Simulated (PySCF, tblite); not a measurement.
**C₇H₁₀GeS: geometry, infrared bands and NMR shifts**

Aim: predict the infrared bands and NMR shifts of C₇H₁₀GeS (`C=C=C=C([CH2][GeH3])C(C)=S`).

Computed with tblite 0.8.0 and PySCF 2.14.0, with density-fitted response routines of our own, on a single molecule in the gas phase. Atoms count from 0, in the outputs and in this text.

**1. The molecule as given**

19 atoms, charge 0, multiplicity 1; geometry from: force field or distance geometry start.

Bonds of the start (Å): C0–C1 1.33, C1–C2 1.28, C2–C3 1.32, C3–C4 1.49, C4–Ge5 1.93, C3–C6 1.47, C6–C7 1.49, C6–S8 1.63, C0–H9 1.09, C0–H10 1.08, C4–H11 1.12, C4–H12 1.13, Ge5–H13 1.55, Ge5–H14 1.57, Ge5–H15 1.55, C7–H16 1.10, C7–H17 1.12, C7–H18 1.11.

**2. Relaxing the molecule with GFN2-xTB**

The job: settings as JSON, then the geometry in Å.

```
{"job": {"kind": "relax", "xc": "GFN2-xTB", "basis": "xTB"}, "charge": 0, "multiplicity": 1}
C      3.128900    -2.155100     0.084700
C      2.060000    -1.395800    -0.110000
C      1.034200    -0.644800    -0.264600
C     -0.019900     0.124500    -0.466100
C      0.116400     1.581600    -0.728100
Ge    -0.761500     2.698000     0.576300
C     -1.381800    -0.434900    -0.409900
C     -1.589800    -1.714600     0.321000
S     -2.643500     0.308500    -1.114500
H      3.322900    -2.912200    -0.679000
H      3.766300    -2.045300     0.950700
H     -0.209400     1.826900    -1.771400
H      1.220000     1.794400    -0.677900
H     -0.467100     2.274900     2.036200
H     -0.219600     4.158600     0.425600
H     -2.290200     2.644700     0.348400
H     -0.643300    -2.198200     0.604800
H     -2.194600    -2.396100    -0.337800
H     -2.237800    -1.505900     1.204000
```

The run is started by

```sh
> OMP_NUM_THREADS=1 python probes_run.py task.json out
```

The driver reads the jobs from task.json and runs them one after another.

**Question.** This job is followed by: GFN2-xTB harmonic vibrations, gas phase; GIAO PBE0/pcSseg-1 NMR shielding, non-relativistic, gas phase. What will the session give for the following? strongest single infrared mode (GFN2-xTB); zero-point energy (GFN2-xTB); ¹³C shifts against TMS (PBE0/pcSseg-1); ¹H shifts against TMS (PBE0/pcSseg-1, means over atoms taken as alike); ⁷³Ge shifts against GeMe4 (PBE0/pcSseg-1); ³³S shifts against CS2 (PBE0/pcSseg-1); surface potential, 1st and 99th percentile.

**Answer**, as computed:

| quantity | value |
| --- | --- |
| strongest single infrared mode (GFN2-xTB) | 2039 cm⁻¹, 384 km/mol |
| zero-point energy (GFN2-xTB) | 83.7 kcal/mol |
| ¹³C shifts against TMS (PBE0/pcSseg-1) | 249.5, 182.8, 174.5, 136.5, 110.1, 40.3, 27.0 ppm |
| ¹H shifts against TMS (PBE0/pcSseg-1, means over atoms taken as alike) | 5.95, 3.86, 3.14, 2.38 ppm |
| ⁷³Ge shifts against GeMe4 (PBE0/pcSseg-1) | -213 ppm |
| ³³S shifts against CS2 (PBE0/pcSseg-1) | 1018 ppm |
| surface potential, 1st and 99th percentile | -0.94 V and 1.24 V |

What this shows: Over 192 steps the energy fell by 1.364 eV; of the close pairs, C4–Ge5 changed most, 1.928 to 1.997 Å. All 51 modes are real, so the xTB geometry is a minimum. The strongest single mode, at 2039 cm⁻¹, moves mainly H13. GFN2-xTB is a fitted tight-binding method: band positions and strengths are rough. Its intensities can rank the bands wrongly. The most deshielded carbon is C6 (thiocarbonyl carbon), at 249.5 ppm: low-lying n→π* states of the double bond to the heteroatom give a large paramagnetic term (-322 ppm). H9, H10 (mean) (hydrogen on a terminal carbon of a cumulated C=C=C unit) lies farthest downfield among hydrogen, at 5.95 ppm; attached to an sp2 carbon and in the plane of the double bond. At PBE0/pcSseg-1: Shielding is most anisotropic at S8 (span 2471 ppm, paramagnetic term -1573 ppm). By nearest atom (PBE0/pcSseg-1), the HOMO sits on S8 71 % and the LUMO on S8 25 %; C0, C2, C6 about 16 % each. Spin-orbit coupling is left out, which matters for shieldings and couplings at and beside the heavy atoms.
